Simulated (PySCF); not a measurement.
# C4H16OSi3: the cost of one run

Computed with PySCF 2.14.0, with density-fitted response routines of our own, on a single molecule, in the gas phase or a continuum. Atoms are numbered from 0 throughout.

## Step 1: The molecule as given

24 atoms, charge 0, multiplicity 1; geometry from: GFN2-xTB.

Bonds of the start (Å): C0–O1 1.39, O1–Si2 1.63, Si2–C3 1.89, C3–Si4 1.90, Si2–C5 1.90, C5–Si6 1.90, Si6–C7 1.90, C0–H8 1.09, C0–H9 1.09, C0–H10 1.09, Si2–H11 1.48, C3–H12 1.09, C3–H13 1.09, Si4–H14 1.46, Si4–H15 1.47, Si4–H16 1.47, C5–H17 1.09, C5–H18 1.09, Si6–H19 1.47, Si6–H20 1.47, C7–H21 1.09, C7–H22 1.09, C7–H23 1.09.

## Step 2: Relaxing the molecule at PBE0-D3(BJ)/def2-SVP

Job settings and geometry (Å):

```
{"job": {"xc": "PBE0", "basis": "def2-SVP", "d3": "d3bj", "grid": 1, "kind": "geom"}, "charge": 0, "multiplicity": 1}
C     -2.196169     2.454448     0.548705
O     -1.933532     1.263412    -0.125994
Si    -0.474522     0.636243    -0.499466
C     -0.937882    -1.033099    -1.254167
Si    -1.911014    -2.195009    -0.115321
C      0.649674     0.457604     1.025120
Si     2.190204    -0.631027     0.799751
C      3.195514    -0.026806    -0.690917
H     -1.822093     3.312518    -0.015391
H     -1.726180     2.455331     1.535082
H     -3.276580     2.545737     0.665673
H      0.200525     1.520499    -1.471428
H     -1.517257    -0.864798    -2.160091
H     -0.017412    -1.522603    -1.566505
H     -3.193780    -1.609613     0.276796
H     -2.175928    -3.450366    -0.833827
H     -1.126918    -2.508135     1.085487
H      0.060813     0.048545     1.846861
H      0.965162     1.450172     1.349967
H      1.803426    -2.034174     0.598365
H      3.022976    -0.544656     2.012993
H      2.617759    -0.103784    -1.607215
H      3.491155     1.011987    -0.577018
H      4.100322    -0.612663    -0.819900
```

Run with:

```console
> OMP_NUM_THREADS=1 python probes_run.py task.json out
```

This one command runs all jobs of the session in turn.

Q: Estimate the wall time and peak memory of this first job on 1 thread of Arm Neoverse V1, shared host.

About 6.2 min, with a peak of 0.89 GiB.
